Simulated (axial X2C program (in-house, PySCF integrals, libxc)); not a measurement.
# ErCN⁺: the levels of the configuration f12 s0

Aim: the spin–orbit levels of ErCN⁺ that arise from the configuration f12 s0 of Er, and how they move with the bond.

Method: two-component X2C, average-of-configuration Hartree–Fock and CI in the open shells; program: an in-house X2C program for linear molecules on PySCF integrals.

All values are calculated.

### Step 1. Input

task.json reads:

```json
{"zs": [68, 6, 7], "q": 1, "bas": ["dyall-v3z", "dyall-v3z", "dyall-v3z"], "r0": 2.25, "metal": 0, "shells": [[3, [0, 1, 2, 3], 12], [0, [0], 0]], "fix": 0, "emax": 2.2, "nroots": 4, "r2": 1.16}
```

Keys: zs atomic numbers; q charge; bas basis sets; r0 starting distance in Å; metal index of the metal atom; shells open shells as [l, |m| values, electrons]; fix electron count of the first shell held; emax energy window in eV; nroots roots for each Ω; r2 second bond in Å, held.

The run is started by

```
> python soci.py task.json out
```

Two-component X2C with atomic mean-field Coulomb and Gaunt terms, basis Er dyall-v3z, C dyall-v3z, N dyall-v3z (cores contracted in-house). Orbitals come from Hartree–Fock averaged over the configuration Er f12 s0; CI then distributes these electrons over the f, s shells of Er.

### Step 2. CI at Er–C–N held linear, bonds 2.374 and 1.160 Å (the second held)

**Question.** What will these runs give? Wanted: lowest level of the model; next level; lowest curve, Re and ωe.

As calculated:

```
                 quantity                       value
lowest level of the model  Ω = 0, g∥ = 0.00, 100% f12
               next level       Ω = 1, 18 cm⁻¹ higher
  lowest curve, Re and ωe         2.373 Å, 361.4 cm⁻¹
```

In words: The 7 lowest levels are the Ω components of the Hund's-rule level 3H6 of f12 (free-ion gJ = 1.167), split by the axial field over 872 cm⁻¹. From 2.374 to 2.469 Å the gap from the lowest to the fifth level stays at 381 cm⁻¹. Without dynamic correlation distances can be off by several hundredths of an Å, and the wavenumbers are rough. Dynamic correlation is missing, so gaps between terms are too wide and other configurations may lie lower; the lowest level listed is that of this model, not necessarily the ground state. At most 4 roots were kept for each Ω > 0 (twice that for Ω = 0) within 2.2 eV of the lowest, so higher up levels can be missing between those listed; levels with Ω > 0 are doubly degenerate and listed once, Ω = 0 levels singly. States that fill the shells left empty in the average are placed too high. The molecule was held linear; bending was not examined.
